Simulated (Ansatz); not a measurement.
**Cr (Chromium): a single-point run**

The task is a single-point run on Cr (Chromium). The structure is shown as the input types it.

Computed with Ansatz 0.2.0 (DFT, LDA, all-electron LAPW, scalar-relativistic, unless a step's input says otherwise).

### Step 1. The starting structure

It takes space group P6_3/mmc (No. 194, hexagonal). The conventional cell has a = 2.714 Å, b = 2.714 Å, c = 4.410 Å, α = 90.00°, β = 90.00°, γ = 120.00°. Cr (site symmetry -6m2) is surrounded by 12 Cr at 2.71 Å.

As a file:

```cif
data_structure
_symmetry_space_group_name_H-M 'P6_3/mmc'
_symmetry_Int_Tables_number 194
_cell_length_a 2.7140
_cell_length_b 2.7140
_cell_length_c 4.4100
_cell_angle_alpha 90.000
_cell_angle_beta 90.000
_cell_angle_gamma 120.000
_cell_volume 28.13
loop_
_atom_site_label
_atom_site_type_symbol
_atom_site_symmetry_multiplicity
_atom_site_Wyckoff_symbol
_atom_site_fract_x
_atom_site_fract_y
_atom_site_fract_z
_atom_site_occupancy
Cr1 Cr 2 c 0.33333 0.66667 0.25000 1
```

### Step 2. The run

File input.yaml:

```yaml
crystal:
  lattice:
    - [2.714, 0.0, 0.0]
    - [-1.357, 2.3503929459, 0.0]
    - [0.0, 0.0, 4.41]
  atoms:
    - { symbol: Cr, position: [0.3333333333, 0.6666666667, 0.25], spin: 3.0 }
    - { symbol: Cr, position: [0.6666666667, 0.3333333333, 0.75], spin: 3.0 }
magnetization:
  spin_polarized: true
kpoints:
  mp_grid: { grid: [1, 1, 1] }
scf:
  occupations: { method: fermi_dirac, width: 0.03 }
  lower_state_search: "off"
  max_iter: 80
hamiltonian:
  xc: lda
  pseudopotentials: { kind: all_electron, lapw: { basis_error: 0.0005 } }
output:
  forces: true
  stress: true
  eigenvalues: false
  populations: true
```

Launch:

```sh
> ansatz run input.yaml --threads 1 --pin off --max-ram 3072MiB --backend cpu --events-out ev --progress --plain --runs-dir out
```

Q: Will this input give a usable result? If not, why, and what should change?

The run converged and reported no error, with warnings (stability check not made). It gives a pressure of 23 GPa, which is large; a structure far from rest gives such values too, whatever the setting.

The suspect setting: kpoints.mp_grid.grid is [1, 1, 1]. The zone is sampled at a single point, which suits only large cells or molecules.

Run again and compare: set kpoints.mp_grid.grid to [12, 12, 7].
